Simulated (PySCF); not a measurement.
# GaS: from the state search to spectroscopic constants, part 2 of 2

PySCF 2.14.0; Ga def2-SVP, S def2-SVP; no relativity. Earlier steps stand in the parts before.

### Step 8. r²SCAN0

Log of the SCF at 2.078 Å:

```text
[... 13 set-up lines left out, the same as in an earlier log ...]
max_memory 909 MB (current use 337 MB)
[... 3 set-up lines left out, the same as in an earlier log ...]
XC functionals = HYB_MGGA_XC_R2SCAN0
    M. Bursch, H. Neugebauer, S. Ehlert, and S. Grimme.,  J. Chem. Phys. 156, 134105 (2022)
[... 2 set-up lines left out, the same as in an earlier log ...]
init E= -2322.60478463237
cycle= 1 E= -2322.60516413226  delta_E= -0.000379  |g|= 0.03  |ddm|= 0.0521
cycle= 2 E= -2322.60510465929  delta_E= 5.95e-05  |g|= 0.0353  |ddm|= 0.0312
cycle= 3 E= -2322.60535316235  delta_E= -0.000249  |g|= 0.00339  |ddm|= 0.0204
cycle= 4 E= -2322.60536272869  delta_E= -9.57e-06  |g|= 0.00139  |ddm|= 0.00666
cycle= 5 E= -2322.60536565305  delta_E= -2.92e-06  |g|= 0.000335  |ddm|= 0.00373
cycle= 6 E= -2322.60536589839  delta_E= -2.45e-07  |g|= 0.000134  |ddm|= 0.00102
cycle= 7 E= -2322.6053659787  delta_E= -8.03e-08  |g|= 5.41e-05  |ddm|= 0.000728
cycle= 8 E= -2322.60536599076  delta_E= -1.21e-08  |g|= 1.94e-05  |ddm|= 0.000271
cycle= 9 E= -2322.60536599315  delta_E= -2.39e-09  |g|= 9.45e-06  |ddm|= 0.000145
cycle= 10 E= -2322.60536599347  delta_E= -3.17e-10  |g|= 1.25e-06  |ddm|= 6.42e-05
Extra cycle  E= -2322.60536599347  delta_E= -5.46e-12  |g|= 1.7e-06  |ddm|= 4.65e-06
converged SCF energy = -2322.60536599347  <S^2> = 0.76087593  2S+1 = 2.0108465
```

Re = 2.056 Å, ωe = 489 cm⁻¹, ωexe = 2.59 cm⁻¹, αe = 0.00110 cm⁻¹, Be = 0.1827 cm⁻¹, De = 3.66 eV, μ = -3.30 D.

### Step 9. B97-3

Log of the SCF at 2.078 Å:

```text
[... 13 set-up lines left out, the same as in an earlier log ...]
max_memory 909 MB (current use 338 MB)
[... 3 set-up lines left out, the same as in an earlier log ...]
XC functionals = HYB_GGA_XC_B97_3
    T. W. Keal and D. J. Tozer.,  J. Chem. Phys. 123, 121103 (2005)
[... 2 set-up lines left out, the same as in an earlier log ...]
init E= -2322.45647462232
cycle= 1 E= -2322.456640582  delta_E= -0.000166  |g|= 0.0209  |ddm|= 0.0693
cycle= 2 E= -2322.45638139454  delta_E= 0.000259  |g|= 0.0265  |ddm|= 0.043
cycle= 3 E= -2322.4567498188  delta_E= -0.000368  |g|= 0.00821  |ddm|= 0.0379
cycle= 4 E= -2322.45679615621  delta_E= -4.63e-05  |g|= 0.000444  |ddm|= 0.0101
cycle= 5 E= -2322.45679643468  delta_E= -2.78e-07  |g|= 0.000195  |ddm|= 0.00111
cycle= 6 E= -2322.45679651634  delta_E= -8.17e-08  |g|= 7.43e-05  |ddm|= 0.000574
cycle= 7 E= -2322.45679653672  delta_E= -2.04e-08  |g|= 1.96e-05  |ddm|= 0.000363
cycle= 8 E= -2322.45679653838  delta_E= -1.66e-09  |g|= 5.54e-06  |ddm|= 0.000136
cycle= 9 E= -2322.45679653841  delta_E= -3.18e-11  |g|= 4.83e-07  |ddm|= 1.35e-05
Extra cycle  E= -2322.45679653842  delta_E= -6.82e-12  |g|= 6.64e-07  |ddm|= 2.28e-06
converged SCF energy = -2322.45679653842  <S^2> = 0.7552705  2S+1 = 2.0052636
```

Re = 2.090 Å, ωe = 463 cm⁻¹, ωexe = 2.28 cm⁻¹, αe = 0.00103 cm⁻¹, Be = 0.1767 cm⁻¹, De = 3.70 eV, μ = -3.22 D.

### Step 10. TPSS (meta-GGA)

Output of the SCF at 2.078 Å:

```text
[... 13 set-up lines left out, the same as in an earlier log ...]
max_memory 909 MB (current use 339 MB)
[... 3 set-up lines left out, the same as in an earlier log ...]
XC functionals = TPSS
    J. Tao, J. P. Perdew, V. N. Staroverov, and G. E. Scuseria.,  Phys. Rev. Lett. 91, 146401 (2003)
    J. P. Perdew, J. Tao, V. N. Staroverov, and G. E. Scuseria.,  J. Chem. Phys. 120, 6898 (2004)
    J. Tao, J. P. Perdew, V. N. Staroverov, and G. E. Scuseria.,  Phys. Rev. Lett. 91, 146401 (2003)
    J. P. Perdew, J. Tao, V. N. Staroverov, and G. E. Scuseria.,  J. Chem. Phys. 120, 6898 (2004)
[... 2 set-up lines left out, the same as in an earlier log ...]
init E= -2322.69048264122
cycle= 1 E= -2322.69053887743  delta_E= -5.62e-05  |g|= 0.0842  |ddm|= 0.09
cycle= 2 E= -2322.68772110869  delta_E= 0.00282  |g|= 0.12  |ddm|= 0.119
cycle= 3 E= -2322.69128732047  delta_E= -0.00357  |g|= 0.0329  |ddm|= 0.114
cycle= 4 E= -2322.69215930022  delta_E= -0.000872  |g|= 0.00157  |ddm|= 0.0461
cycle= 5 E= -2322.69216160631  delta_E= -2.31e-06  |g|= 0.000351  |ddm|= 0.00317
cycle= 6 E= -2322.69216172814  delta_E= -1.22e-07  |g|= 0.000116  |ddm|= 0.000661
cycle= 7 E= -2322.69216174865  delta_E= -2.05e-08  |g|= 4.36e-05  |ddm|= 0.000348
cycle= 8 E= -2322.69216175203  delta_E= -3.38e-09  |g|= 5.03e-06  |ddm|= 0.000158
cycle= 9 E= -2322.69216175206  delta_E= -2.86e-11  |g|= 1.06e-06  |ddm|= 1.31e-05
Extra cycle  E= -2322.69216175205  delta_E= 3.64e-12  |g|= 2.61e-06  |ddm|= 5.35e-06
converged SCF energy = -2322.69216175205  <S^2> = 0.75517518  2S+1 = 2.0051685
```

Re = 2.083 Å, ωe = 465 cm⁻¹, ωexe = 2.18 cm⁻¹, αe = 0.00102 cm⁻¹, Be = 0.1779 cm⁻¹, De = 3.88 eV, μ = -2.97 D.

### Step 11. ωB97X (range-separated hybrid)

Log of the SCF at 2.078 Å:

```text
[... 17 set-up lines left out, the same as in an earlier log ...]
XC functionals = WB97X
    J.-D. Chai and M. Head-Gordon.,  J. Chem. Phys. 128, 084106 (2008)
[... 2 set-up lines left out, the same as in an earlier log ...]
init E= -2322.70227593417
cycle= 1 E= -2322.70345832091  delta_E= -0.00118  |g|= 0.0234  |ddm|= 0.0652
cycle= 2 E= -2322.70363295929  delta_E= -0.000175  |g|= 0.0254  |ddm|= 0.0456
cycle= 3 E= -2322.70384228197  delta_E= -0.000209  |g|= 0.00374  |ddm|= 0.0171
cycle= 4 E= -2322.70392024024  delta_E= -7.8e-05  |g|= 0.00164  |ddm|= 0.0216
cycle= 5 E= -2322.70393812938  delta_E= -1.79e-05  |g|= 0.000377  |ddm|= 0.0149
cycle= 6 E= -2322.70393870657  delta_E= -5.77e-07  |g|= 0.00018  |ddm|= 0.00247
cycle= 7 E= -2322.70393875393  delta_E= -4.74e-08  |g|= 6.05e-05  |ddm|= 0.000549
cycle= 8 E= -2322.70393876025  delta_E= -6.32e-09  |g|= 1.9e-05  |ddm|= 0.000143
cycle= 9 E= -2322.7039387617  delta_E= -1.45e-09  |g|= 1.03e-05  |ddm|= 7.16e-05
cycle= 10 E= -2322.70393876226  delta_E= -5.59e-10  |g|= 3.86e-06  |ddm|= 5.44e-05
Extra cycle  E= -2322.70393876231  delta_E= -4.87e-11  |g|= 2.46e-06  |ddm|= 1.02e-05
converged SCF energy = -2322.70393876231  <S^2> = 0.75896478  2S+1 = 2.0089448
```

Re = 2.074 Å, ωe = 461 cm⁻¹, ωexe = 2.73 cm⁻¹, αe = 0.00119 cm⁻¹, Be = 0.1794 cm⁻¹, De = 3.58 eV, μ = -3.14 D. 11 s of CPU time for 12 points, integrals apart.

### Step 12. UHF (mean field)

The SCF at the reference distance, 2.078 Å, printed:

```text
******** <class 'pyscf.scf.uhf_symm.SymAdaptedUHF'> ********
method = SymAdaptedUHF
[... 11 set-up lines left out, the same as in an earlier log ...]
max_memory 909 MB (current use 341 MB)
[... 1 set-up line left out, the same as in an earlier log ...]
Overwritten attributes  get_jk get_occ get_k get_j get_hcore  of <class 'pyscf.scf.uhf_symm.SymAdaptedUHF'>
<class 'pyscf.scf.uhf_symm.SymAdaptedUHF'> does not have attributes  refdm
[... 1 set-up line left out, the same as in an earlier log ...]
init E= -2320.39593204067
cycle= 1 E= -2320.41009007861  delta_E= -0.0142  |g|= 0.0756  |ddm|= 0.22
cycle= 2 E= -2320.41152285484  delta_E= -0.00143  |g|= 0.0442  |ddm|= 0.092
cycle= 3 E= -2320.41199244425  delta_E= -0.00047  |g|= 0.00696  |ddm|= 0.0225
cycle= 4 E= -2320.41208188453  delta_E= -8.94e-05  |g|= 0.00275  |ddm|= 0.023
cycle= 5 E= -2320.41209495136  delta_E= -1.31e-05  |g|= 0.00119  |ddm|= 0.00764
cycle= 6 E= -2320.41209963777  delta_E= -4.69e-06  |g|= 0.000596  |ddm|= 0.00439
cycle= 7 E= -2320.41210137298  delta_E= -1.74e-06  |g|= 0.000356  |ddm|= 0.00262
cycle= 8 E= -2320.4121022672  delta_E= -8.94e-07  |g|= 0.000116  |ddm|= 0.00291
cycle= 9 E= -2320.41210234171  delta_E= -7.45e-08  |g|= 3.62e-05  |ddm|= 0.000946
cycle= 10 E= -2320.41210234681  delta_E= -5.1e-09  |g|= 1.81e-05  |ddm|= 0.000169
cycle= 11 E= -2320.41210234896  delta_E= -2.15e-09  |g|= 9.87e-06  |ddm|= 0.000121
cycle= 12 E= -2320.4121023499  delta_E= -9.47e-10  |g|= 5.43e-06  |ddm|= 9.22e-05
Extra cycle  E= -2320.41210235001  delta_E= -1.02e-10  |g|= 4.37e-06  |ddm|= 1.49e-05
converged SCF energy = -2320.41210235001  <S^2> = 0.77966978  2S+1 = 2.0294529
```

Re = 2.082 Å, ωe = 419 cm⁻¹, Be = 0.1781 cm⁻¹, De = 1.95 eV, μ = -4.03 D.

### Step 13. MP2 and coupled cluster

Reference: UHF; core orbitals frozen: 14.

Log of the coupled-cluster run at 2.078 Å:

```text
******** <class 'pyscf.cc.uccsd.UCCSD'> ********
CC2 = 0
CCSD nocc = (np.int64(10), np.int64(9)), nmo = (36, 36)
frozen orbitals [[0, 1, 2, 3, 4, 5, 6, 7, 8, 9, 10, 11, 12, 13], [0, 1, 2, 3, 4, 5, 6, 7, 8, 9, 10, 11, 12, 13]]
max_cycle = 80
direct = 0
conv_tol = 1e-07
conv_tol_normt = 1e-05
diis_space = 8
diis_start_cycle = 0
diis_start_energy_diff = 1e+09
max_memory 909 MB (current use 392 MB)
Init t2, MP2 energy = -0.309347600088339
Init E_corr(UCCSD) = -0.309347600128895
cycle = 1  E_corr(UCCSD) = -0.298673882510713  dE = 0.0106737176  norm(t1,t2) = 0.114086
cycle = 2  E_corr(UCCSD) = -0.313318087176156  dE = -0.0146442047  norm(t1,t2) = 0.0390129
cycle = 3  E_corr(UCCSD) = -0.31256607060847  dE = 0.000752016568  norm(t1,t2) = 0.0267424
cycle = 4  E_corr(UCCSD) = -0.315197670185504  dE = -0.00263159958  norm(t1,t2) = 0.0136219
cycle = 5  E_corr(UCCSD) = -0.315399084643445  dE = -0.000201414458  norm(t1,t2) = 0.00371198
cycle = 6  E_corr(UCCSD) = -0.315128563208603  dE = 0.000270521435  norm(t1,t2) = 0.00188619
cycle = 7  E_corr(UCCSD) = -0.315173864226515  dE = -4.53010179e-05  norm(t1,t2) = 0.000939805
cycle = 8  E_corr(UCCSD) = -0.315188178282589  dE = -1.43140561e-05  norm(t1,t2) = 0.00036377
cycle = 9  E_corr(UCCSD) = -0.315175498707865  dE = 1.26795747e-05  norm(t1,t2) = 0.000156408
cycle = 10  E_corr(UCCSD) = -0.315176588535756  dE = -1.08982789e-06  norm(t1,t2) = 4.74949e-05
cycle = 11  E_corr(UCCSD) = -0.315177452219974  dE = -8.63684218e-07  norm(t1,t2) = 1.76082e-05
cycle = 12  E_corr(UCCSD) = -0.315177293871706  dE = 1.58348268e-07  norm(t1,t2) = 7.26257e-06
cycle = 13  E_corr(UCCSD) = -0.315177275163998  dE = 1.87077085e-08  norm(t1,t2) = 3.20219e-06
UCCSD converged
E(UCCSD) = -2320.727279625169  E_corr = -0.3151772751639978
UCCSD(T) correction = -0.0148876972899691
```

Correlation energy (eV) along the bond:

```
R (Å)     MP2  SCS-MP2    CCSD  CCSD(T)     T1
1.787  -8.517   -7.870     n/a      n/a    n/a
1.870  -8.508   -7.873  -8.560   -8.946  0.020
1.953  -8.494   -7.874  -8.571   -8.969  0.021
2.016  -8.468   -7.862  -8.578   -8.981  0.023
2.078  -8.418   -7.828  -8.576   -8.982  0.025
2.140  -8.342   -7.772  -8.564   -8.966  0.027
2.224  -8.222   -7.681  -8.527   -8.923  0.030
2.327  -8.082   -7.575  -8.461   -8.848  0.032
2.452  -7.949   -7.476  -8.377   -8.753  0.032
2.618  -7.825   -7.384     n/a      n/a    n/a
```

UHF-MP2: No constants are quoted: the points don't follow one smooth fit.

UHF-SCS-MP2: No constants are quoted: the points don't follow one smooth fit.

UHF-CCSD: Re = 2.075 Å, ωe = 472 cm⁻¹, ωexe = 2.23 cm⁻¹, αe = 0.00108 cm⁻¹, Be = 0.1793 cm⁻¹, De = 3.05 eV.

UHF-CCSD(T): Re = 2.074 Å, ωe = 485 cm⁻¹, ωexe = 2.55 cm⁻¹, αe = 0.00106 cm⁻¹, Be = 0.1794 cm⁻¹, De = 3.27 eV.

### Step 14. The curves together

Energy (eV) from each level's lowest point:

```
R (Å)    UHF  UHF-MP2  UHF-SCS-MP2  UHF-CCSD  UHF-CCSD(T)    PBE   TPSS  r²SCAN   PBE0  r²SCAN0  B97-3  ωB97X
1.787  1.237    1.153        1.194       n/a          n/a  1.322  1.278   1.172  1.218    1.125  1.343  1.203
1.870  0.528    0.453        0.482     0.544        0.564  0.599  0.569   0.491  0.524    0.458  0.609  0.519
1.953  0.159    0.097        0.112     0.164        0.172  0.199  0.183   0.136  0.155    0.116  0.202  0.156
2.016  0.036    0.000        0.001     0.034        0.036  0.052  0.044   0.021  0.031    0.012  0.053  0.032
2.078  0.000    0.015        0.000     0.000        0.000  0.000  0.000   0.000  0.000    0.000  0.000  0.000
2.140  0.021    0.112        0.077     0.034        0.036  0.019  0.026   0.048  0.038    0.055  0.019  0.033
2.224  0.104    0.314        0.250     0.153        0.162  0.121  0.136   0.184  0.161    0.197  0.122  0.145
2.327  0.260    0.611        0.513     0.375        0.394  0.327  0.349   0.424  0.386    0.439  0.327  0.348
2.452  0.495    0.979        0.847     0.695        0.724  0.630  0.659   0.756  0.704    0.771  0.628  0.636
2.618  0.853    1.462        1.297       n/a          n/a  1.058  1.096   1.216  1.148    1.231  1.050  1.049
```

The whole job (state search and all levels along the bond) took 2.7 min on 1 thread of Arm Neoverse V1 (shared host), peak memory 0.62 GiB.

### Step 15. What came out

The summary covers parts 1 to 2.

Lowest PBE0 solution found, without spin–orbit coupling: ²Σ⁺ (doublet), unpaired electrons σ ↑. State 2 has its PBE0 minimum 0.29 eV higher. State 3 has its PBE0 minimum 3.02 eV higher. The other levels ran on the lowest alone.

```
      level  Re (Å)  ωe (cm⁻¹)  De (eV)  μ (D)
        UHF   2.082        419     1.95  -4.03
   UHF-CCSD   2.075        472     3.05    n/a
UHF-CCSD(T)   2.074        485     3.27    n/a
        PBE   2.090        461     3.95  -2.74
       TPSS   2.083        465     3.88  -2.97
     r²SCAN   2.063        486     3.90  -3.04
       PBE0   2.071        475     3.70  -3.15
    r²SCAN0   2.056        489     3.66  -3.30
      B97-3   2.090        463     3.70  -3.22
      ωB97X   2.074        461     3.58  -3.14
```

De is counted to Ga + S in their ground configurations. A positive dipole means Ga(−)S(+). No constants: UHF-MP2 (the points don't follow one smooth fit); UHF-SCS-MP2 (the points don't follow one smooth fit).

Differences from CCSD(T) in the same basis:

```
   level  Re (mÅ)  ωe (%)
     UHF       +7   -13.5
UHF-CCSD        0    -2.8
     PBE      +15    -5.0
    TPSS       +9    -4.1
  r²SCAN      -12    +0.1
    PBE0       -3    -2.1
 r²SCAN0      -19    +0.8
   B97-3      +15    -4.5
   ωB97X        0    -5.0
```

Time per point (s) on 1 thread of Arm Neoverse V1, shared host (CPU time, shared integrals of 0.11 s apart; correlated levels include their reference; CCSD comes with the CCSD(T) run); the times are rough: UHF 0.17, PBE 1.1, TPSS 1.2, r²SCAN 1.7, PBE0 1.1, r²SCAN0 1.3, B97-3 0.69, ωB97X 0.94; the reference 4.7.

The cheapest levels within 10 mÅ and 2.5 % of CCSD(T): PBE0 (1.1 s). The dearest run takes 4.7 s.

Judged by CCSD(T) in the same basis: best bond length UHF-CCSD and ωB97X (0 mÅ), worst r²SCAN0 (-19 mÅ); best wavenumber r²SCAN (+0.1 %), worst UHF (-13.5 %). CCSD(T) in a basis this small is itself some way from its limit, more so than the functionals. Of the levels with a De here, UHF gives the least (1.95 eV) and PBE the most (3.95 eV).

Correlated steps freeze 14 core orbitals.
